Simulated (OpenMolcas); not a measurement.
**One shape, several levels: CH3F2Si (SMILES C[Si](F)F)**

Wanted: a comparison of 6 runs (UHF/STO-3G, UHF/3-21G, UB3LYP/6-311+G**, UM06-2X/6-311+G**, UM06-L/6-311+G**, ROMP2/6-311+G**) of CH3F2Si. 

Program for the calculation: OpenMolcas 26.06.

## Step 1: Starting point

CH3F2Si has 7 atoms, charge 0, and is taken as a doublet. As SMILES, `C[Si](F)F`. One bond was lengthened or shortened from a relaxed shape.

Bond lengths: C1–Si2 2.139 Å, Si2–F3 1.598 Å, Si2–F4 1.598 Å, C1–H5 1.091 Å, C1–H6 1.091 Å, C1–H7 1.094 Å. Angles: C1–Si2–F3 108.7°, C1–Si2–F4 108.7°, F3–Si2–F4 106.1°, Si2–C1–H5 110.5°, Si2–C1–H6 110.5°, Si2–C1–H7 108.7°, H5–C1–H6 109.0°, H5–C1–H7 109.0°, H6–C1–H7 109.0°.

## Step 2: The energy at UHF/STO-3G (run 1)

Contents of test.input:

```
* CH3F2Si Hartree-Fock

&gateway
 baslib
 $CurrDir
 coord
 7
 bohr
 C     -0.81847062     1.80835641    -0.46086263
 Si     1.48362398    -1.49363953    -0.08598254
 F      2.03599093    -1.96077983     2.84554960
 F     -0.09618706    -3.88678869    -1.03179046
 H     -1.31924804     2.11978327    -2.43657129
 H      0.17722607     3.46885875     0.24835159
 H     -2.54870386     1.53869249     0.63933592
 basis
 STO-3G
 group
 NoSym

&seward

&scf
 uhf
 spin
 2
 thresholds
 1e-10 1e-07 1e-07 1e-05
 prorbitals
 1 2
```

The basis set STO-3G is read from a file made from the Basis Set Exchange's data (not shown).

Run with:

```console
$ export MOLCAS_MEM=1860
$ pymolcas test.input > test.log
```

What it wrote:

```text
--- Start Module: gateway ---
[...]
--- Stop Module: gateway /rc=_RC_ALL_IS_WELL_ ---
--- Start Module: seward ---
[...]
      Basis functions           27
--- Stop Module: seward /rc=_RC_ALL_IS_WELL_ ---
--- Start Module: scf ---
[...]
       Convergence after  15 Iterations
[...]
::    Total SCF energy                               -520.8131914653
[...]
      Total spin, S                                     0.5078717269
[...]
      Total electronic charge=   41.000000
      Total            charge=   -0.000000
[...]
      Dipole Moment (debye):
      Origin of the operator (angstrom)=    0.4235   -0.8101    0.1631
                   X=  9.9006E-01               Y=  6.3000E-01               Z= -8.5713E-01           Total=  1.4532E+00
      Quadrupole Moment (debye*angstrom):
[...]
--- Stop Module: scf /rc=_RC_ALL_IS_WELL_ ---
[...]
```

It took 1.9 s on 1 thread of Intel Xeon Platinum 8375C at 2.90GHz (Ice Lake), shared host; peak memory 0.37 GiB.

## Step 3: A single-point energy at UHF/3-21G (run 2)

Contents of calc.inp:

```
&GATEWAY
BasLib
$CurrDir
Coord
7
angstrom
C       -0.433116       0.956941      -0.243878
Si       0.785100      -0.790400      -0.045500
F        1.077400      -1.037600       1.505800
F       -0.050900      -2.056800      -0.546000
H       -0.698116       1.121741      -1.289378
H        0.093784       1.835641       0.131422
H       -1.348716       0.814241       0.338322
Basis
3-21G
Group
NoSym
&SEWARD
&SCF
UHF
Spin
2
Thresholds
1e-10 1e-07 1e-07 1e-05
PrOrbitals
1 2
```

The basis set 3-21G is read from a file made from the Basis Set Exchange's data (not shown).

Run with:

```console
$ export MOLCAS_MEM=1860
$ pymolcas calc.inp > calc.log
```

What it wrote:

```text
--- Start Module: gateway ---
[...]
--- Stop Module: gateway /rc=_RC_ALL_IS_WELL_ ---
--- Start Module: seward ---
[...]
      Basis functions           46
--- Stop Module: seward /rc=_RC_ALL_IS_WELL_ ---
--- Start Module: scf ---
[...]
       Convergence after  16 Iterations
[...]
::    Total SCF energy                               -524.6852580261
[...]
      Total spin, S                                     0.5058711149
[...]
      Total electronic charge=   41.000000
      Total            charge=   -0.000000
[...]
      Dipole Moment (debye):
      Origin of the operator (angstrom)=    0.4235   -0.8101    0.1631
                   X=  5.9075E-01               Y=  2.0236E+00               Z= -1.3297E+00           Total=  2.4924E+00
      Quadrupole Moment (debye*angstrom):
[...]
--- Stop Module: scf /rc=_RC_ALL_IS_WELL_ ---
[...]
```

Run time: 2.3 s. Hardware: 1 thread of Intel Xeon Platinum 8375C at 2.90GHz (Ice Lake), shared host; peak memory 0.38 GiB.

Runs 3 to 5 aren't shown in full; the table further down has their settings and results.

## Step 4: A single-point energy at ROMP2/6-311+G(d,p) (run 6)

Contents of job.input:

```
&GATEWAY
  BasLib = $CurrDir
  Coord
  7
  angstrom
  C       -0.433116       0.956941      -0.243878
  Si       0.785100      -0.790400      -0.045500
  F        1.077400      -1.037600       1.505800
  F       -0.050900      -2.056800      -0.546000
  H       -0.698116       1.121741      -1.289378
  H        0.093784       1.835641       0.131422
  H       -1.348716       0.814241       0.338322
  Basis = 6-311pGss
  Group = NoSym

&SEWARD

&SCF
  UHF
  Spin = 2
  Thresholds = 1e-10 1e-07 1e-07 1e-05
  PrOrbitals = 1

&RASSCF
  FileOrb = $Project.UnaOrb
  Spin = 2
  Nactel = 1 0 0
  Inactive = 20
  Ras2 = 1
  OutOrbitals = Canonical
  OrbListing = Nothing

&CASPT2
  IPEA = 0.0
  Frozen = 8
```

The basis set 6-311+G** is read from a file made from the Basis Set Exchange's data (not shown).

Run with:

```console
$ export MOLCAS_MEM=1860
$ pymolcas job.input > job.log
```

What it wrote:

```text
--- Start Module: gateway ---
[...]
--- Stop Module: gateway /rc=_RC_ALL_IS_WELL_ ---
[...]
      Basis functions          114
[...]
       Convergence after  17 Iterations
[...]
::    Total SCF energy                               -527.5773346181
[...]
      Total spin, S                                     0.5070759634
[...]
--- Start Module: rasscf ---
[...]
      Number of active orbitals                  1
[...]
      Spin quantum number                      0.5
[...]
      Active orbitals                            1
[...]
      Number of CSFs                             1
[...]
      Number of root(s) required                 1
[...]
      Convergence after  9 iterations
[...]
      printout of CI-coefficients larger than  0.05 for root  1
      energy=    -527.574898
      conf/sym  1     Coeff  Weight
             1  u   1.00000 1.00000
      Natural orbitals and occupation numbers for root  1
      sym 1:   1.000000
      ************************************************************************************************************************
      *                                                    Final results                                                     *
[...]
::    RASSCF root number  1 Total energy:   -527.57489810
[...]
      Total electronic charge=   41.000000
      Total            charge=   -0.000000
[...]
      Dipole Moment (debye):
      Origin of the operator (angstrom)=    0.4235   -0.8101    0.1631
                   X=  2.7919E-01               Y=  2.0075E+00               Z= -1.1505E+00           Total=  2.3306E+00
      Quadrupole Moment (debye*angstrom):
[...]
--- Stop Module: rasscf /rc=_RC_ALL_IS_WELL_ ---
[...]
--- Start Module: caspt2 ---
[...]
      E2 (Variational):          -0.6511585156
      Total energy:            -528.2260566164
[...]
      Reference weight:           0.85542
[...]
::    CASPT2 Root  1     Total energy:   -528.22605662
[...]
```

Wall time 31 s (1 thread of Intel Xeon Platinum 8375C at 2.90GHz (Ice Lake), shared host); peak memory 0.69 GiB.

## Step 5: The series

| run | level | integration grid | frozen core orbitals | energy (Eh) | dipole moment (D) | HOMO energy (eV) | LUMO energy (eV) | wall time |
| --- | --- | --- | --- | --- | --- | --- | --- | --- |
| 1 | UHF/STO-3G | – | – | -520.813191 | 1.45 | -6.40 | 5.30 | 1.9 s |
| 2 | UHF/3-21G | – | – | -524.685258 | 2.49 | -9.59 | 0.74 | 2.3 s |
| 3 | UB3LYP/6-311+G** | UltraFine | – | -529.263008 | 2.10 | -6.53 | -3.45 | 51 s |
| 4 | UM06-2X/6-311+G** | UltraFine | – | -529.129908 | 2.10 | -7.79 | -2.61 | 65 s |
| 5 | UM06-L/6-311+G** | UltraFine | – | -529.192727 | 1.95 | -5.75 | -3.84 | 72 s |
| 6 | ROMP2/6-311+G** | – | 8 | -528.226057 | – | – | – | 31 s |

## Step 6: Results

| quantity | value |
| --- | --- |
| run 6: total energy | -528.22606 Eh |

What this shows: Over runs 1, 2, 3, 4, 5 the dipole moment (its size) runs from 1.45 D (UHF/STO-3G) to 2.49 D (UHF/3-21G). Totals of different functionals can't be ranked against each other. In run 1 the basis is minimal, so the values are rough. All runs together took 3.7 min, the longest 72 s.
